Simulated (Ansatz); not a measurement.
# Ta3AsAu2O13 (P1) in Ansatz: single point with PBE

Aim: the single point of Ta3AsAu2O13 with PBE.

Everything below comes from runs of Ansatz 0.2.0. Logs are shortened: lines on timing, memory, paths and dates and some standing lists are left out, and cuts for length are marked.

## 1. Starting point

The typed cell holds 19 atoms: a = 5.402 Å, b = 5.959 Å, c = 8.675 Å, α = 100.05°, β = 94.76°, γ = 109.79°.

The cell was built by a generator and needn't be a form met in nature.

## 2. Single point, PBE

File input.yaml:

```yaml
crystal:
  lattice:
    - [5.40201, -0.00077, -0.00162]
    - [-2.0172, 5.60758, -0.00284]
    - [-0.71822, -1.86353, 8.44196]
  atoms:
    - { symbol: Ta, position: [0.37386, 0.58885, 0.59831] }
    - { symbol: Ta, position: [0.46236, 0.26627, 0.18689] }
    - { symbol: Ta, position: [0.7083, 0.86746, 0.02761] }
    - { symbol: As, position: [0.97877, 0.98236, 0.65371] }
    - { symbol: Au, position: [0.10388, 0.53998, 0.17237] }
    - { symbol: Au, position: [0.66302, 0.32022, 0.80522] }
    - { symbol: O, position: [0.06196, 0.03577, 0.14158] }
    - { symbol: O, position: [0.98182, 0.01457, 0.8513] }
    - { symbol: O, position: [0.11152, 0.27055, 0.61508] }
    - { symbol: O, position: [0.16027, 0.81199, 0.58364] }
    - { symbol: O, position: [0.43055, 0.5336, 0.06777] }
    - { symbol: O, position: [0.91171, 0.61275, 0.98081] }
    - { symbol: O, position: [0.60406, 0.15754, 0.98626] }
    - { symbol: O, position: [0.55565, 0.98713, 0.20984] }
    - { symbol: O, position: [0.30756, 0.45473, 0.35006] }
    - { symbol: O, position: [0.79668, 0.50556, 0.28659] }
    - { symbol: O, position: [0.6638, 0.88131, 0.55106] }
    - { symbol: O, position: [0.47145, 0.71751, 0.81742] }
    - { symbol: O, position: [0.65279, 0.45184, 0.61449] }
hamiltonian:
  xc: pbe
  pseudopotentials: { kind: nc, accuracy: standard }
kpoints:
  mp_grid: { grid: [6, 5, 3] }
scf:
  occupations: { method: fermi_dirac, width: 0.05 }
output:
  forces: true
  stress: true
  eigenvalues: true
```

Potentials or basis: PseudoDojo standard (PBE files).

Run with:

```sh
$ ansatz run input.yaml --threads 8 --pin off --max-ram 20480MiB --backend cpu --events-out ev --progress --plain --runs-dir out
```

What it wrote:

```text
Warning: RAYON_NUM_THREADS=8 ignored (pool sized by the plan → 8); use --threads N
Engine: ansatz 0.2.0, aarch64-unknown-linux-gnu
Pseudopotentials: kind: nc
Pseudopotential: Ta, nc, valence charge 13, recommended cutoff 789.130201 eV (normal), Ta.nc.azcp (PseudoDojo's, or run here from an input of PseudoDojo's; its table is named by hamiltonian.pseudopotentials.accuracy)
Pseudopotential: As, nc, valence charge 15, recommended cutoff 1142.878222 eV (normal), As.nc.azcp (PseudoDojo's, or run here from an input of PseudoDojo's; its table is named by hamiltonian.pseudopotentials.accuracy)
Pseudopotential: Au, nc, valence charge 19, recommended cutoff 1034.032677 eV (normal), Au.nc.azcp (PseudoDojo's, or run here from an input of PseudoDojo's; its table is named by hamiltonian.pseudopotentials.accuracy)
Pseudopotential: O, nc, valence charge 6, recommended cutoff 1142.878222 eV (normal), O.nc.azcp (PseudoDojo's, or run here from an input of PseudoDojo's; its table is named by hamiltonian.pseudopotentials.accuracy)
Functional definition: PBE
  parameter kappa = 0.804
  parameter beta = 0.06672455060314922
  exchange = pbe_x(kappa = kappa, mu = beta*pi^2/3)
  correlation = pbe_c(beta = beta)
Crystal: 19 atoms, lattice volume = 255.671 Å³
Basis set: ecut = 1142.878222 eV, 22409 PW (Γ), exchange–correlation on 120×144×192 points (8 copies of the dense FFT grid, shifted against one another)
Bands: 104, of which v1, the nominal top of the filled ones, is band 85 counted from 1 (84 counted from 0)
Symmetry: 1 space group operations
Space group: P1 (ITA 1), of the structure as read, at distance tolerance 6.3e-5 Å
k-points: 46 of 90 (time reversal used)
Non-local potential: Ta, projectors of the file, l = 0: 2, l = 1: 2, l = 2: 2, l = 3: 2
Non-local potential: As, projectors of the file, l = 0: 2, l = 1: 2, l = 2: 2
Non-local potential: Au, projectors of the file, l = 0: 2, l = 1: 2, l = 2: 2, l = 3: 1
Non-local potential: O, projectors of the file, l = 0: 2, l = 1: 2, l = 2: 1
Initial density: superposition of atomic densities (chi_scale 0.1, normalization cell, long waves kept (reshape's long-wave potential 0.15 eV rms))
Initial wavefunctions: pseudopotential atomic-orbital guess
Functional: x = pbe(κ = 0.804, μ = 0.2195149727645171), c = pbe(β = 0.06672455060314922)
SCF iter   1: F=—  HF=-22127.651040 eV  |F-HF|=—  |Δ(HF+E_count)|=         —  Δρ=1.08e-1  dr2=3.72e1  ethr=3.10e-3  ⟨swp⟩=6.3  Hψ=18139  notcnv=0  defer=107
preconditioner: auto → Resta (q_TF=auto, 2.549 Å⁻¹)  ε∞=6.3  [insulator: Δε(μ)=0.780 eV  Ē_g=11.076 eV  σ=0.050 eV  W_gap=1.00  n_scr=72 (ndim 8)  ℏωp=25.4 eV  f_vac=0.084  D(μ)=0.01/eV (n_scr^D=0)  ε∞_Penn≈6.3]
SCF iter   2: F=—  HF=-22119.763398 eV  |F-HF|=—  |Δ(HF+E_count)|=    7.89e0  Δρ=4.76e-2  dr2=3.64e0  ethr=3.10e-3  ⟨swp⟩=3.0  Hψ=10284  notcnv=0  defer=326
SCF iter   3: F=—  HF=-22119.052893 eV  |F-HF|=—  |Δ(HF+E_count)|=   7.11e-1  Δρ=2.23e-2  dr2=1.12e0  ethr=2.14e-3  ⟨swp⟩=4.0  Hψ=9456  notcnv=0  defer=240
automatic band count: iteration 3 solves 99 bands in place of 104: the levels show a gap, and the empty bands left out lie too high to hold charge; the band table lists the bands solved (type scf.n_extra_bands for more)
SCF iter   4: F=—  HF=-22118.890105 eV  |F-HF|=—  |Δ(HF+E_count)|=   1.63e-1  Δρ=1.22e-2  dr2=3.45e-1  ethr=6.56e-4  ⟨swp⟩=2.3  Hψ=7334  notcnv=0  defer=240
SCF iter   5: F=—  HF=-22118.863160 eV  |F-HF|=—  |Δ(HF+E_count)|=   2.69e-2  Δρ=4.90e-3  dr2=5.31e-2  ethr=2.03e-4  ⟨swp⟩=2.2  Hψ=7711  notcnv=0  defer=230
SCF iter   6: F=—  HF=-22118.867881 eV  |F-HF|=—  |Δ(HF+E_count)|=   4.72e-3  Δρ=2.32e-3  dr2=1.48e-2  ethr=3.12e-5  ⟨swp⟩=2.2  Hψ=8547  notcnv=0  defer=224
SCF iter   7: F=—  HF=-22118.871243 eV  |F-HF|=—  |Δ(HF+E_count)|=   3.36e-3  Δρ=1.09e-3  dr2=3.78e-3  ethr=8.69e-6  ⟨swp⟩=2.0  Hψ=6705  notcnv=0  defer=224
SCF iter   8: F=—  HF=-22118.872456 eV  |F-HF|=—  |Δ(HF+E_count)|=   1.21e-3  Δρ=4.83e-4  dr2=6.96e-4  ethr=2.22e-6  ⟨swp⟩=2.0  Hψ=7010  notcnv=0  defer=224
SCF iter   9: F=—  HF=-22118.873055 eV  |F-HF|=—  |Δ(HF+E_count)|=   5.99e-4  Δρ=2.29e-4  dr2=1.84e-4  ethr=4.09e-7  ⟨swp⟩=2.0  Hψ=6810  notcnv=0  defer=224
SCF iter  10: F=—  HF=-22118.873142 eV  |F-HF|=—  |Δ(HF+E_count)|=   8.66e-5  Δρ=1.09e-4  dr2=4.10e-5  ethr=1.08e-7  ⟨swp⟩=2.0  Hψ=7083  notcnv=0  defer=224
SCF iter  11: F=—  HF=-22118.873599 eV  |F-HF|=—  |Δ(HF+E_count)|=   4.57e-4  Δρ=4.72e-5  dr2=6.63e-6  ethr=2.41e-8  ⟨swp⟩=2.0  Hψ=6726  notcnv=0  defer=224
SCF iter  12: F=—  HF=-22118.873604 eV  |F-HF|=—  |Δ(HF+E_count)|=   5.10e-6  Δρ=3.44e-5  dr2=2.86e-6  ethr=3.90e-9  ⟨swp⟩=2.0  Hψ=8150  notcnv=0  defer=224
SCF iter  13: F=—  HF=-22118.873605 eV  |F-HF|=—  |Δ(HF+E_count)|=   9.53e-7  Δρ=1.33e-5  dr2=4.64e-7  ethr=1.68e-9  ⟨swp⟩=2.0  Hψ=6886  notcnv=0  defer=224
SCF iter  14: F=—  HF=-22118.873605 eV  |F-HF|=—  |Δ(HF+E_count)|=   8.27e-8  Δρ=6.45e-6  dr2=1.02e-7  ethr=5.88e-11  ⟨swp⟩=15.6  Hψ=26449  notcnv=0
SCF iter  15: F=-22118.873605 eV  HF=-22118.873605 eV  |F-HF|=9.24e-9  |Δ(HF+E_count)|=   3.74e-8  Δρ=2.89e-6  dr2=2.58e-8  ethr=5.88e-11  ⟨swp⟩=5.0  Hψ=18131  notcnv=0
SCF 1 converged in 15 iterations: F = -22118.873605 eV  dr2 = 2.58e-8
SCF converged after 15 iterations
Free energy (F): -22118.873605 eV
Harris-Foulkes:  -22118.873605 eV  (|F-HF|=9.24e-9)
Internal energy: -22118.871683 eV  (E = F + TS)
E sigma→0 (E₀):  -22118.872644 eV
Entropy (-TS):   -0.001922 eV (-0.101 meV/atom)
Fermi energy:    8.076799 eV
--- Per-component energies (eV) ---
  E_band       = -1921.240838
  E_kinetic    = 9679.847224
  E_local      = -18736.793621  (includes V_loc(G=0)·N_el)
  E_nonlocal   = -1821.107632
  E_hartree    = 6440.701024
  E_xc         = -4740.882948
  E_vxc        = -3924.593624  (∫ρ·V_xc dr)
  E_ewald      = -12940.635730
  E_smearing   = -0.001922  (= −TS)
  E_closure    = -0.000000  (closes the sum)
  Σ components = -22118.873605   (vs F -22118.873605, Δ=0.00e0)
--- Forces (eV/Å), atoms counted from 1 ---
  atom   1  Ta     0.04378711    -0.00747301     0.06232530
  atom   2  Ta     0.06833929     0.00680981     0.01949689
  atom   3  Ta    -0.00593689     0.03658719     0.02308793
  atom   4  As     0.01017413     0.00236231    -0.00818192
  atom   5  Au    -0.01350900     0.00259485     0.00643964
  atom   6  Au    -0.00757795     0.01523409     0.01084863
[... 11 lines left out ...]
  atom  18  O      0.03353121    -0.00415553    -0.05086280
  atom  19  O     -0.08858070     0.02174016     0.02428096
  max |Σ_I F_I| component: 3.00e-5 eV/Å
--- Stress (GPa, compression-positive) ---
       -0.744763       0.014688      -0.042165
        0.014688      -0.700630      -0.028730
       -0.042165      -0.028730      -0.768042
  P = ⅓ Tr σ = -0.7378 GPa (-7.378 kbar)
--- Band table (eV; the first three rows and the last of 46) ---
  k-point 0: bands = ["-97.7069", "-97.3927", "-60.3226", "-60.2034", "-60.1676", "-49.3094", "-49.2432", "-49.0970", "-48.8436", "-48.4985", "-48.2354", "-28.7110", "-28.6973", "-28.6849", "-28.6060", "-28.6007", "-26.8978", "-26.8103", "-26.7552", "-26.7439", "-26.7243", "-26.7203", "-26.7025", "-26.6602", "-26.6150", "-11.9522", "-10.7456", "-9.8725", "-9.8045", "-9.7413", "-9.5885", "-9.5219", "-9.4301", "-9.0320", "-8.9612", "-8.8436", "-8.7337", "-8.3837", "-1.5870", "1.0726", "1.4425", "1.6469", "1.8035", "1.9270", "2.3248", "2.3772", "2.4622", "2.6831", "2.7331", "2.8859", "3.0780", "3.1364", "3.5086", "3.6584", "3.8221", "3.9762", "4.1981", "4.3969", "4.5063", "4.6106", "4.7666", "4.8716", "4.9937", "5.0820", "5.2630", "5.3910", "5.4699", "5.7452", "5.9144", "6.0013", "6.1565", "6.3131", "6.3988", "6.4860", "6.5942", "6.7081", "6.7297", "6.8502", "6.9202", "7.0873", "7.1826", "7.2819", "7.3251", "7.6673", "7.6847", "8.4587", "9.7453", "11.0391", "11.2344", "11.5417", "11.6073", "11.8687", "12.0197", "12.2527", "12.7645", "12.8940", "13.0500", "13.9421", "14.1668"]
  k-point 1: bands = ["-97.7069", "-97.3927", "-60.3226", "-60.2034", "-60.1676", "-49.3094", "-49.2432", "-49.0970", "-48.8436", "-48.4985", "-48.2354", "-28.7110", "-28.6973", "-28.6849", "-28.6060", "-28.6007", "-26.8984", "-26.8108", "-26.7548", "-26.7435", "-26.7237", "-26.7205", "-26.6997", "-26.6623", "-26.6156", "-11.9488", "-10.7339", "-9.8797", "-9.7993", "-9.7497", "-9.6112", "-9.5222", "-9.4712", "-9.0184", "-8.9484", "-8.8454", "-8.6995", "-8.3774", "-1.5849", "1.1165", "1.3219", "1.6472", "1.7903", "1.9042", "2.2197", "2.3070", "2.4643", "2.7570", "2.8368", "2.8958", "3.0726", "3.3145", "3.4448", "3.7008", "3.8746", "4.0609", "4.1412", "4.2695", "4.4468", "4.5973", "4.7667", "4.9383", "5.0487", "5.1636", "5.3152", "5.4440", "5.5860", "5.7223", "5.8336", "5.9457", "6.1359", "6.2726", "6.3630", "6.4386", "6.5130", "6.6582", "6.7332", "6.8134", "6.9650", "7.1097", "7.1671", "7.2871", "7.3101", "7.6826", "7.6992", "8.3487", "9.8198", "11.1180", "11.2675", "11.5158", "11.6005", "11.8283", "12.1109", "12.3413", "12.7577", "12.9179", "13.0403", "13.8392", "14.1199"]
  k-point 2: bands = ["-97.7069", "-97.3927", "-60.3226", "-60.2034", "-60.1676", "-49.3094", "-49.2432", "-49.0970", "-48.8436", "-48.4985", "-48.2354", "-28.7109", "-28.6974", "-28.6849", "-28.6060", "-28.6007", "-26.8972", "-26.8107", "-26.7619", "-26.7423", "-26.7211", "-26.7198", "-26.7006", "-26.6606", "-26.6157", "-11.8905", "-10.6658", "-9.9330", "-9.8873", "-9.7433", "-9.6698", "-9.4941", "-9.4179", "-9.0588", "-8.9836", "-8.8306", "-8.7158", "-8.3835", "-1.4091", "1.0979", "1.3744", "1.6084", "1.7642", "1.9780", "2.2789", "2.3449", "2.4698", "2.6328", "2.6922", "2.9934", "3.1447", "3.3091", "3.4993", "3.7284", "3.8273", "3.9568", "4.1221", "4.2721", "4.5318", "4.6034", "4.7041", "4.8747", "4.9270", "5.0841", "5.2851", "5.4775", "5.6068", "5.6779", "5.8923", "5.9853", "6.1546", "6.2630", "6.4308", "6.5464", "6.5706", "6.6042", "6.7591", "6.8620", "6.8717", "7.0313", "7.1423", "7.2134", "7.3645", "7.5506", "7.6809", "8.4925", "9.7465", "11.0344", "11.2610", "11.4926", "11.6827", "11.9606", "12.1533", "12.2678", "12.7825", "12.9434", "13.0895", "13.9311", "14.1513"]
  k-point 45: bands = ["-97.7069", "-97.3927", "-60.3225", "-60.2034", "-60.1677", "-49.3093", "-49.2432", "-49.0970", "-48.8436", "-48.4985", "-48.2354", "-28.7109", "-28.6973", "-28.6849", "-28.6060", "-28.6007", "-26.8961", "-26.8136", "-26.7661", "-26.7440", "-26.7229", "-26.7169", "-26.7035", "-26.6589", "-26.6095", "-11.8292", "-10.3704", "-10.1317", "-10.0482", "-9.7277", "-9.5751", "-9.4901", "-9.3957", "-9.1413", "-9.0324", "-8.8781", "-8.7491", "-8.3831", "-1.3100", "1.0375", "1.2931", "1.5292", "1.6242", "2.0770", "2.2974", "2.3914", "2.6178", "2.7070", "2.8643", "2.9889", "3.1657", "3.4257", "3.5585", "3.7972", "3.9857", "4.1366", "4.2382", "4.3736", "4.5090", "4.5937", "4.7633", "4.8846", "5.0447", "5.0919", "5.2284", "5.2463", "5.5108", "5.5314", "5.7089", "5.8791", "5.9972", "6.1276", "6.2698", "6.3062", "6.3939", "6.6156", "6.7458", "6.7930", "6.9212", "7.0371", "7.1254", "7.2542", "7.2900", "7.5478", "7.8296", "8.4268", "9.3673", "11.0329", "11.5530", "11.5856", "11.8207", "11.9754", "12.2179", "12.4265", "12.5724", "12.9431", "13.5104", "13.6229", "14.1699"]
```

Wall time 2.2 min (8 threads of Arm Neoverse V1, shared host); peak memory 6.1 GiB.

Results:

| Property | Result |
| --- | --- |
| Free energy | -22118.8736 eV |
| Pressure | -0.7 GPa |
| Largest force | 0.111 eV/Å |
| Band gap on the k mesh | 0.51 eV, indirect (least direct gap 0.58 eV) |

Forces in eV/Å, atoms in the order of the input:
```
Ta   0.044 -0.007  0.062
Ta   0.068  0.007  0.019
Ta  -0.006  0.037  0.023
As   0.010  0.002 -0.008
Au  -0.014  0.003  0.006
Au  -0.008  0.015  0.011
O   -0.037 -0.002 -0.041
O   -0.009 -0.003 -0.025
O    0.031  0.046  0.006
O    0.028 -0.026  0.014
O    0.002 -0.021  0.042
O   -0.018 -0.008  0.017
O    0.006 -0.020  0.037
O   -0.013  0.071 -0.080
O    0.026 -0.006 -0.016
O   -0.043 -0.062 -0.082
O   -0.013 -0.044  0.040
O    0.034 -0.004 -0.051
O   -0.089  0.022  0.024
```

Caveat: odd divisions of the mesh miss points on the zone boundary, where band edges often lie, so the gap on the mesh can be too wide; spin-orbit coupling is left out, which moves the levels of the heavy elements.
